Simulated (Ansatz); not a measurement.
**CH2SeSi (SMILES C1=[SiH][Se]1): single points off equilibrium**

One table from this session's results is given with a row withheld; the runs are named, their logs left out.

Program: Ansatz 0.2.0, Gaussian basis. Level of theory: single points in def2-TZVPP. These are calculated values, not measurements.

Correlated methods freeze the cores. Filled d shells of the heavier atoms are correlated.

**Starting geometry**

SMILES `C1=[SiH][Se]1`, 5 atoms, charge 0, spin multiplicity 1.

Atoms are counted from 1 here; the program's logs count them from 0.

Bond lengths: C1–Si2 1.819 Å, C1–H4 1.088 Å, Si2–Se3 2.222 Å, Si2–H5 1.453 Å. Angles: Si2–C1–H4 110.9°, C1–Si2–Se3 66.6°, C1–Si2–H5 169.0°, Se3–Si2–H5 123.7°.

Coordinates:

```xyz
5
charge 0, multiplicity 1
C    -0.7071   -0.7406    0.6027
Si   -0.0266    0.7814   -0.1236
Se    1.5070   -0.7839    0.2411
H    -1.0921   -1.4013   -0.1709
H     0.2824    2.1149   -0.6121
```

Set-up of the first run:

File run/in.yaml:

```yaml
crystal:
  periodic: [false, false, false]
  atoms:
    - {symbol: C, position_ang: [-0.707100, -0.740600, 0.602700]}
    - {symbol: Si, position_ang: [-0.026600, 0.781400, -0.123600]}
    - {symbol: Se, position_ang: [1.507000, -0.783900, 0.241100]}
    - {symbol: H, position_ang: [-1.092100, -1.401300, -0.170900]}
    - {symbol: H, position_ang: [0.282400, 2.114900, -0.612100]}
basis:
  gaussian: {orbitals: def2-TZVPP}
correlation: {method: ccsd_t}
output: {forces: true}
```

No record of the launch command was kept for these runs.

Among the steps run: CCSD(T)/def2-TZVPP; PBE0-D4/def2-TZVPP; wB97M-V/def2-TZVPP; r2SCAN-D4/def2-TZVPP; PBE-D4/def2-TZVPP; HSE06-D4/def2-TZVPP; r2SCAN0-D4/def2-TZVPP.

One table of the session follows, with a row left open; its other results are not shown here.

| method | RMS force component (eV/Å) | angle to CCSD(T) forces (°) | dipole (D) |
| --- | --- | --- | --- |
| CCSD(T) | 0.738 | reference | 3.21 |
| PBE0-D4 | 0.924 | 8.6 | 3.49 |
| wB97M-V | 0.940 | 11.3 | 3.76 |
| r2SCAN-D4 | 0.861 | 7.0 | 3.33 |
| PBE-D4 | 0.782 | 11.9 | 3.08 |
| HSE06-D4 | ? | ? | ? |
| r2SCAN0-D4 | 0.968 | 10.6 | 3.64 |

Estimate the missing values for HSE06-D4.

**Answer.** RMS force component (eV/Å): 0.915; angle to CCSD(T) forces (°): 8.3; dipole (D): 3.47. In the column «RMS force component (eV/Å)» it lies between r2SCAN-D4 (0.861) and PBE0-D4 (0.924).
